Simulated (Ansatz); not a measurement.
# GePH₅ + H₂O: a complex and its separated parts

The complex below is one end of an elementary step. How strongly is it bound against its free parts?

The runs use Ansatz 0.2.0, Gaussian basis; PBE0-D4/def2-TZVP structures, single points in def2-TZVPP, no counterpoise correction.

Levels: SPW92, PBE-D4, BLYP-D4, r2SCAN-D4, B97M-V, PBE0-D4, B3LYP-D4, r2SCAN0-D4, BHLYP-D4, CAM-B3LYP-D4, wB97X-V, wB97M-V, B2PLYP, PBE-QIDH, RPA on PBE, Hartree-Fock, MP2, CCSD, CCSD(T).

Cores are frozen in the correlated methods. Filled d shells of the heavier atoms are correlated. B3LYP uses VWN-RPA correlation. B2PLYP carries no dispersion term here.

94 further runs of the same task are left out: 94 set aside as unsound or not needed.

## 1. Starting geometry

The complex: 10 atoms, charge 0, spin multiplicity 1.

Atoms are counted from 1 here; the program's logs count them from 0.

Bond lengths: Ge1–H3 1.532 Å, Ge1–H4 1.539 Å, Ge1–H5 1.534 Å, Ge1–P7 2.324 Å, O2–H6 0.964 Å, O2–H8 0.960 Å, P7–H9 1.419 Å, P7–H10 1.418 Å. Angles: H3–Ge1–H4 109.7°, H3–Ge1–H5 110.4°, H3–Ge1–P7 108.1°, H4–Ge1–H5 109.3°, H4–Ge1–P7 111.6°, H5–Ge1–P7 107.7°, H6–O2–H8 105.2°, Ge1–P7–H9 95.3°, Ge1–P7–H10 95.6°, H9–P7–H10 94.1°.

Geometry (Å):

```xyz
10
charge 0, multiplicity 1
Ge   -0.9277   -0.9510   -0.0160
O     2.4919   -0.0635   -0.1066
H    -0.1651   -1.7338    1.0580
H    -2.4258   -1.2973    0.0548
H    -0.3920   -1.2954   -1.4114
H     1.9786    0.7298    0.0836
P    -0.5572    1.3152    0.3433
H     2.9532    0.1266   -0.9264
H    -1.5576    1.7566   -0.5604
H    -1.3981    1.4130    1.4811
```

Its parts: GePH₅ holds atoms 1, 3, 4, 5, 7, 9, 10; H₂O holds atoms 2, 6, 8. Each part counts its atoms afresh in its own runs.

## 2. Relaxing GePH₅ alone

relax-a/in.yaml reads:

```yaml
crystal:
  periodic: [false, false, false]
  atoms:
    - {symbol: Ge, position_ang: [-0.927737, -0.951045, -0.015966]}
    - {symbol: H, position_ang: [-0.165145, -1.733842, 1.057967]}
    - {symbol: H, position_ang: [-2.425830, -1.297320, 0.054775]}
    - {symbol: H, position_ang: [-0.392030, -1.295390, -1.411394]}
    - {symbol: P, position_ang: [-0.557197, 1.315160, 0.343289]}
    - {symbol: H, position_ang: [-1.557608, 1.756577, -0.560413]}
    - {symbol: H, position_ang: [-1.398095, 1.413018, 1.481112]}
basis:
  gaussian: {orbitals: def2-TZVP}
hamiltonian: {xc: pbe0, dispersion: d4}
relax: {f_tol: 0.005, max_steps: 200}
```

The run is started by

```
ansatz run in.yaml --threads 4 --pin off --events-out ev --progress --plain --max-ram 9574MiB
```

Further steps of the session: Relaxing H₂O alone; SPW92/def2-TZVPP; PBE-D4/def2-TZVPP; BLYP-D4/def2-TZVPP; r2SCAN-D4/def2-TZVPP; B97M-V/def2-TZVPP; PBE0-D4/def2-TZVPP; B3LYP-D4/def2-TZVPP; r2SCAN0-D4/def2-TZVPP; BHLYP-D4/def2-TZVPP; CAM-B3LYP-D4/def2-TZVPP; wB97X-V/def2-TZVPP; wB97M-V/def2-TZVPP; B2PLYP/def2-TZVPP; PBE-QIDH/def2-TZVPP; RPA on PBE/def2-TZVPP; CCSD(T)/def2-TZVPP; Vibrations of GePH₅; Vibrations of H₂O.

Before running it: what results should come out? Wanted: complex less parts, CCSD(T)/def2-TZVPP; with zero-point energy; largest T1 diagnostic.

**Answer**, as computed:

| quantity | value |
| --- | --- |
| complex less parts, CCSD(T)/def2-TZVPP | -12.0 kJ/mol |
| with zero-point energy | -7.2 kJ/mol |
| largest T1 diagnostic | 0.012 |

**Reading.** At CCSD(T) the complex lies 12.0 kJ/mol below its parts. PBE-QIDH is the best functional here (+0.5 kJ/mol from CCSD(T)); SPW92 is the worst (-10.6 kJ/mol). Mean unsigned error by rung: LDA 10.6, GGA 3.0, meta-GGA 1.5, hybrid 2.0, range-separated hybrid 2.2, double hybrid 1.3 kJ/mol. PBE-D4 gives a relative energy 3.8 kJ/mol too low, an error of 32 % of the reference. No counterpoise was applied, and triple zeta lacks some correlation, so the CCSD(T) reference has a basis error of its own, and close matches with it are partly luck.
